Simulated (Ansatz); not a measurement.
The system is Cd2S.

```
CELL_PARAMETERS angstrom
3.96267 0.00000 0.00000
-1.98134 3.43177 0.00000
0.00000 0.00000 5.80919
ATOMIC_POSITIONS crystal
Cd 0.33333 0.66667 0.93272
Cd 0.66667 0.33333 0.57873
S 0.33333 0.66667 0.36571
```

The cell comes from a database or a generator and needn't be the stable form of this composition.

Base run:

* Program: Ansatz 0.2.0
* Functional: PBE
* Potentials or basis: all-electron LAPW, scalar-relativistic
* Cutoff: 229 eV
* Density cutoff: 916 eV
* Basis error allowed: 0.002 eV/atom
* k mesh: 8 × 8 × 5
* Occupations: fermi-dirac, width 0.05 eV
* Spin: no spin polarisation

Its results: band gap on the k mesh 0.24 eV, indirect (least direct gap 0.57 eV); pressure -0.1 GPa; largest force 0.072 eV/Å.

Q: The run is repeated on the same cell with these changes: functional from PBE to LDA. What comes out?

A: Band gap on the k mesh 0.25 eV, indirect (least direct gap 0.57 eV); pressure -4.9 GPa; largest force 0.166 eV/Å.

LDA binds more tightly than PBE, so the same cell stands under less pressure.

A k mesh can miss the band edges.

Not every run made on this cell is shown here.
